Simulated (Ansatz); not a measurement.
**C6H4N2: one species, many methods**

One table from this session's results is given with a row withheld; the runs are named, their logs left out.

Computed with Ansatz 0.2.0, Gaussian basis. Level: functionals in def2-TZVPP, the program's frozen cores in correlated methods.

Plan: LDA (SPW92), PBE-D4, revPBE-D4, BLYP-D4, r2SCAN-D4, B97M-V, PBE0-D4, B3LYP-D4, r2SCANh-D4, r2SCAN0-D4, HSE06-D4, BHLYP-D4, CAM-B3LYP-D4, LC-ωPBE, ωB97X-V, ωB97M-V, B2PLYP, PBE-QIDH; CCSD(T)/def2-SVP; CCSD(T)/def2-TZVPP; MP2/def2-QZVPP; extrapolation to the limit; RPA on PBE.

### The geometry

All runs share one geometry, relaxed beforehand with PBE0-D4 in a triple-zeta def2 set.

12 atoms, charge 0, spin multiplicity 1.

Atoms are counted from 1 here; the program's logs count them from 0.

Bond lengths: N1–C2 1.152 Å, C2–C3 1.425 Å, C3–C4 1.393 Å, C3–C8 1.397 Å, C4–C5 1.381 Å, C4–H9 1.083 Å, C5–C6 1.388 Å, C5–H10 1.083 Å, C6–N7 1.329 Å, C6–H11 1.086 Å, N7–C8 1.322 Å, C8–H12 1.086 Å. Angles: N1–C2–C3 179.8°, C2–C3–C4 121.2°, C2–C3–C8 120.2°, C4–C3–C8 118.6°, C3–C4–C5 118.2°, C3–C4–H9 120.2°, C5–C4–H9 121.6°, C4–C5–C6 118.6°, C4–C5–H10 121.0°, C6–C5–H10 120.4°, C5–C6–N7 123.7°, C5–C6–H11 120.3°, N7–C6–H11 116.1°, C6–N7–C8 117.8°, C3–C8–N7 123.1°, C3–C8–H12 119.8°, N7–C8–H12 117.1°.

Set-up of the first run:

in.yaml reads:

```yaml
crystal:
  periodic: [false, false, false]
  atoms:
    - {symbol: N, position_ang: [1.079107, -1.438761, 3.013612]}
    - {symbol: C, position_ang: [0.718643, -1.002598, 2.010687]}
    - {symbol: C, position_ang: [0.271871, -0.467283, 0.768384]}
    - {symbol: C, position_ang: [0.279150, 0.904822, 0.530600]}
    - {symbol: C, position_ang: [-0.166948, 1.357663, -0.695136]}
    - {symbol: C, position_ang: [-0.600339, 0.427505, -1.629807]}
    - {symbol: N, position_ang: [-0.611741, -0.883755, -1.413730]}
    - {symbol: C, position_ang: [-0.184759, -1.318511, -0.240226]}
    - {symbol: H, position_ang: [0.627863, 1.588438, 1.294875]}
    - {symbol: H, position_ang: [-0.180478, 2.415095, -0.927452]}
    - {symbol: H, position_ang: [-0.956746, 0.753862, -2.602486]}
    - {symbol: H, position_ang: [-0.198820, -2.391576, -0.075321]}
basis:
  gaussian: {orbitals: def2-TZVPP}
hamiltonian: {xc: lda}
output: {orbitals: {seedname: orbitals}}
```

Started as:

```
$ ansatz run in.yaml --threads 2 --pin off --events-out ev --progress --plain --max-ram 22528MiB --backend cuda --devices 0, --max-vram 18GiB
```

Among the steps run: LDA; PBE-D4 (GGA); revPBE-D4 (GGA); BLYP-D4 (GGA); r2SCAN-D4 (meta-GGA); B97M-V (meta-GGA); PBE0-D4 (hybrid); B3LYP-D4 (hybrid); r2SCANh-D4 (hybrid); r2SCAN0-D4 (hybrid); HSE06-D4 (hybrid); BHLYP-D4 (hybrid); CAM-B3LYP-D4 (range-separated); LC-ωPBE (range-separated); ωB97X-V (range-separated); ωB97M-V (range-separated); B2PLYP (double hybrid); PBE-QIDH (double hybrid).

One of the session's tables, all rows but one given; the rest of the session is left out.

It belongs to the step «Orbital energies across the functionals». 

```
  functional  HOMO (eV)  LUMO (eV)  gap (eV)
 LDA (SPW92)      -6.68      -3.12      3.56
      PBE-D4          ?          ?         ?
   revPBE-D4      -6.51      -2.76      3.76
     BLYP-D4      -6.46      -2.69      3.77
   r2SCAN-D4      -6.91      -2.72      4.19
      B97M-V      -7.09      -2.59      4.49
     PBE0-D4      -8.15      -1.97      6.17
    B3LYP-D4      -7.89      -2.15      5.74
  r2SCANh-D4      -7.50      -2.40      5.10
  r2SCAN0-D4      -8.33      -1.91      6.43
    HSE06-D4      -7.74      -2.35      5.39
    BHLYP-D4      -9.00      -0.94      8.06
CAM-B3LYP-D4      -9.40      -0.89      8.51
     LC-ωPBE     -10.69       0.12     10.80
     ωB97X-V     -10.31       0.13     10.44
     ωB97M-V     -10.23       0.09     10.32
```

**Question.** Estimate the row for PBE-D4.

**Answer.** HOMO (eV): -6.56; LUMO (eV): -2.85; gap (eV): 3.71. In the column «HOMO (eV)» it lies between LDA (SPW92) (-6.68) and revPBE-D4 (-6.51).
